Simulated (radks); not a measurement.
# Fractional charge and spin in the 6s shell of dysprosium

Aim: the energy as the spin-up occupation of 6s runs from 0 to 1 and the spin-down one from 0 to 1, against the two flat planes that join the four corners. Added charge counts from the emptiest corner (up 0, down 0).

Method: scalar-relativistic Kohn-Sham, LDA (Slater exchange, Perdew-Wang correlation), spin-polarised, spherical densities, point nucleus. Code: radks (a radial shooting solver on a logarithmic mesh, Libxc functionals) version 1.

## 1. The atom as given

| Quantity | Value |
| --- | --- |
| element | dysprosium (Z = 66) |
| configuration | [Xe] 4f(up 5, down 5) 6s(up 1, down 1) |

A shell typed twice in an input gives spin up, then spin down.

## 2. 6s: up 1, down 1

Input:

```text
Z 66
configuration [Xe] 4f5 4f5 6s1 6s1
relativity scalar-relativistic
functional lda,pw
spin polarised
nucleus point
c 137.035999084
```

## 3. 6s: up 1, down 0.75

Input:

```text
Z 66
configuration [Xe] 4f5 4f5 6s1 6s0.75
relativity scalar-relativistic
functional lda,pw
spin polarised
nucleus point
c 137.035999084
```

## 4. 6s: up 1, down 0.5

Input:

```text
Z 66
configuration [Xe] 4f5 4f5 6s1 6s0.5
relativity scalar-relativistic
functional lda,pw
spin polarised
nucleus point
c 137.035999084
```

## 5. 6s: up 1, down 0.25

Input:

```text
Z 66
configuration [Xe] 4f5 4f5 6s1 6s0.25
relativity scalar-relativistic
functional lda,pw
spin polarised
nucleus point
c 137.035999084
```

## 6. 6s: up 1, down 0

Input:

```text
Z 66
configuration [Xe] 4f5 4f5 6s1 6s0
relativity scalar-relativistic
functional lda,pw
spin polarised
nucleus point
c 137.035999084
```

## 7. 6s: up 0.75, down 0.75

Input:

```text
Z 66
configuration [Xe] 4f5 4f5 6s0.75 6s0.75
relativity scalar-relativistic
functional lda,pw
spin polarised
nucleus point
c 137.035999084
```

## 8. 6s: up 0.75, down 0.5

Input:

```text
Z 66
configuration [Xe] 4f5 4f5 6s0.75 6s0.5
relativity scalar-relativistic
functional lda,pw
spin polarised
nucleus point
c 137.035999084
```

## 9. 6s: up 0.75, down 0.25

Input:

```text
Z 66
configuration [Xe] 4f5 4f5 6s0.75 6s0.25
relativity scalar-relativistic
functional lda,pw
spin polarised
nucleus point
c 137.035999084
```

## 10. 6s: up 0.75, down 0

Input:

```text
Z 66
configuration [Xe] 4f5 4f5 6s0.75 6s0
relativity scalar-relativistic
functional lda,pw
spin polarised
nucleus point
c 137.035999084
```

## 11. 6s: up 0.5, down 0.5

Input:

```text
Z 66
configuration [Xe] 4f5 4f5 6s0.5 6s0.5
relativity scalar-relativistic
functional lda,pw
spin polarised
nucleus point
c 137.035999084
```

## 12. 6s: up 0.5, down 0.25

Input:

```text
Z 66
configuration [Xe] 4f5 4f5 6s0.5 6s0.25
relativity scalar-relativistic
functional lda,pw
spin polarised
nucleus point
c 137.035999084
```

## 13. 6s: up 0.5, down 0

Input:

```text
Z 66
configuration [Xe] 4f5 4f5 6s0.5 6s0
relativity scalar-relativistic
functional lda,pw
spin polarised
nucleus point
c 137.035999084
```

## 14. 6s: up 0.25, down 0.25

Input:

```text
Z 66
configuration [Xe] 4f5 4f5 6s0.25 6s0.25
relativity scalar-relativistic
functional lda,pw
spin polarised
nucleus point
c 137.035999084
```

## 15. 6s: up 0.25, down 0

Input:

```text
Z 66
configuration [Xe] 4f5 4f5 6s0.25 6s0
relativity scalar-relativistic
functional lda,pw
spin polarised
nucleus point
c 137.035999084
```

## 16. 6s: up 0, down 0

Input:

```text
Z 66
configuration [Xe] 4f5 4f5 6s0 6s0
relativity scalar-relativistic
functional lda,pw
spin polarised
nucleus point
c 137.035999084
```

Q: Predict the outcome of this session. Wanted: for each run, down \ up; 0; 0.25; 0.5; 0.75; 1.

As calculated:

```tsv
down \ up	0	0.25	0.5	0.75	1
0	0.000	-0.482	-0.654	-0.495	0.000
0.25	-0.482	-0.595	-0.391	0.140	-0.449
0.5	-0.654	-0.391	0.185	-0.366	-0.598
0.75	-0.495	0.140	-0.366	-0.561	-0.447
1	0.000	-0.449	-0.598	-0.447	0.000
```

The table gives the energy in eV minus the planes, whose edge runs along up + down = one added electron; mirror points follow by spin symmetry. With half an added electron in each spin it lies 0.19 eV above the planes. With half an electron added in spin up alone it lies 0.65 eV below them. The planes are only a guide here: the condition holds for ground states with one frontier orbital, and this shell lies below others.
